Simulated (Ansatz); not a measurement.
Working through a ranking of polymorphs by energy of 2 structures of NaSe

Program: Ansatz 0.2.0 through its Python package.

Interactive session:
```pycon
>>> import warnings
>>> import ansatz as az
>>> import numpy as np
>>> PHASES = {
...     "Fm-3m": (
...         [[0.0, 2.993261, 2.993261], [2.993261, 0.0, 2.993261], [2.993261, 2.993261, 0.0]],
...         [
...             ("Na", [0.0, 0.0, 0.0]),
...             ("Se", [0.5, 0.5, 0.5]),
...         ],
...     ),
...     "P6_3/mmc": (
...         [[4.64853, 0.0, 0.0], [-2.324265, 4.025745, 0.0], [0.0, 0.0, 10.761449]],
...         [
...             ("Na", [0.0, 0.0, 0.0]),
...             ("Na", [0.0, 0.0, 0.5]),
...             ("Na", [1 / 3, 2 / 3, 0.25]),
...             ("Na", [2 / 3, 1 / 3, 0.75]),
...             ("Se", [1 / 3, 2 / 3, 0.636362]),
...             ("Se", [2 / 3, 1 / 3, 0.136362]),
...             ("Se", [2 / 3, 1 / 3, 0.363638]),
...             ("Se", [1 / 3, 2 / 3, 0.863638]),
...         ],
...     ),
... }
>>> def build(vectors, sites):
...     crystal = az.Crystal(lattice=az.Lattice.of(vectors))
...     for symbol, position in sites:
...         crystal = crystal.atom(symbol, position)
...     return crystal
...
>>> def solve(name, crystal):
...     calc = (
...         crystal.calculation()
...         .functional("r2scan")
...         .basis(550)
...         .kpoints(spacing=0.15)
...         .occupations("fermi_dirac", width=0.05)
...         .stress()
...         .band_table()
...     )
...     calc = calc.relax(force_tolerance=0.01, max_steps=40, fix_cell=["shape"])
...     return calc.run(threads=1, pin="off")
...
>>> def pressure_gpa(outcome):
...     return float(np.trace(outcome.report["stress_gpa"]) / 3)
...
>>> def volume_per_atom(outcome):
...     return abs(np.linalg.det(outcome.lattice.cell_ang)) / len(outcome.lattice.sites)
...
>>> warnings.simplefilter("ignore", az.DeckWarning)
>>> phases = {name: build(*cell) for name, cell in PHASES.items()}
>>> done = {}
>>> for name, crystal in phases.items():
...     try:
...         done[name] = solve(name, crystal)
...     except az.NonConvergedError as error:
...         print(name, "did not converge:", str(error)[:120])
...
>>> energy = {name: o.report["energy_sigma0_ev"] / len(o.lattice.sites) for name, o in done.items()}
>>> lowest = min(energy.values())
>>> rows = [(name, len(o.lattice.sites), 1000 * (energy[name] - lowest), pressure_gpa(o), volume_per_atom(o)) for name, o in done.items()]
>>> rows.sort(key=lambda row: row[2])
>>> print("| phase | atoms | dE (meV/atom) | P (GPa) | V (A^3/atom) |")
| phase | atoms | dE (meV/atom) | P (GPa) | V (A^3/atom) |
>>> print("| --- | --- | --- | --- | --- |")
| --- | --- | --- | --- | --- |
>>> for row in rows:
...     print(f"| {row[0]} | {row[1]:d} | {row[2]:.1f} | {row[3]:.2f} | {row[4]:.3f} |")
...
| P6_3/mmc | 8 | 0.0 | 0.03 | 25.247 |
| Fm-3m | 2 | 479.4 | -0.00 | 25.297 |
```

By space group at the end of each run: P6_3/mmc (+0 meV an atom, 25.2 Å³) and Fm-3m (+479 meV an atom, 25.3 Å³).

Atoms and volume are relaxed with the cell's shape held, which in cells of lower than cubic symmetry can hide stresses and shift volumes. Pressure is positive in compression. The cells come from databases of deposited and of computed structures, and not all need be stable phases. The ranking holds among these structures alone, at zero temperature; the ground state may be another structure. Differences under 10 to 15 meV an atom lie within the error of mesh and functional. The whole script took 4.3 min on 1 thread of Arm Neoverse V2, on a shared host, peak memory 1.3 GiB.
